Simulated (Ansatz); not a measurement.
# BrH₃Si, SMILES [SiH3]Br: the interaction energy of a dimer with the counterpoise correction

Run with Ansatz 0.2.0, Python API.

The script, `brh3si_dimer.py`:
```python
import ansatz as az

FIRST = [
    ("Si", (-0.1028, 0.0149, -0.02)),
    ("Br", (1.8458, -0.7117, 0.5165)),
    ("H", (-1.1017, -0.0855, 1.1126)),
    ("H", (-0.6016, -0.7043, -1.1886)),
    ("H", (-0.0398, 1.4864, -0.4204)),
]
SECOND = [
    ("Si", (0.1535, -3.375, 2.5189)),
    ("Br", (-1.7831, -2.4494, 2.4439)),
    ("H", (0.6372, -3.616, 3.9327)),
    ("H", (1.1254, -2.5633, 1.7921)),
    ("H", (0.1303, -4.7344, 1.8254)),
]

def energy(atoms, ghosts=()):
    molecule = az.Crystal.molecule()
    for symbol, xyz in atoms:
        molecule = molecule.atom(symbol, xyz)
    calc = (
        molecule.calculation()
        .basis(gaussian="def2-SVPD")
        .functional("b3lyp", dispersion="d3bj")
        .accuracy("medium")
    )
    deck = calc.input()
    if ghosts:
        deck = deck.set(az.key.basis.gaussian.ghost_atoms, [{"symbol": s, "position_ang": list(xyz)} for s, xyz in ghosts])
    return az.Session.from_dict(deck).plan().execute().report["free_energy_ev"]

both = energy(FIRST + SECOND)
alone = energy(FIRST) + energy(SECOND)
ghosted = energy(FIRST, SECOND) + energy(SECOND, FIRST)
print(f"dimer {both:.6f} eV")
print(f"interaction, uncorrected   {(both - alone):8.3f} eV")
print(f"interaction, counterpoise  {(both - ghosted):8.3f} eV")
print(f"basis-set superposition    {(alone - ghosted):8.3f} eV")
```

```console
$ python brh3si_dimer.py
dimer -155928.517657 eV
interaction, uncorrected      0.161 eV
interaction, counterpoise     0.206 eV
basis-set superposition       0.045 eV
```

Uncorrected it is 0.161 eV, with the counterpoise correction 0.206 eV; the difference, 0.045 eV, is the superposition error. In this basis both values are repulsive.

The settings weren't tested for convergence. The dimer is a generated trial pose of unrelaxed monomers, not a minimum, so the figure is no binding energy, and the basis set is small. b3lyp holds the VWN-RPA fit, as in Gaussian; the form of ORCA and Turbomole is b3lyp5. Hardware and time: 33 s on 1 thread of Arm Neoverse V1 (shared host), peak memory 0.6 GiB.
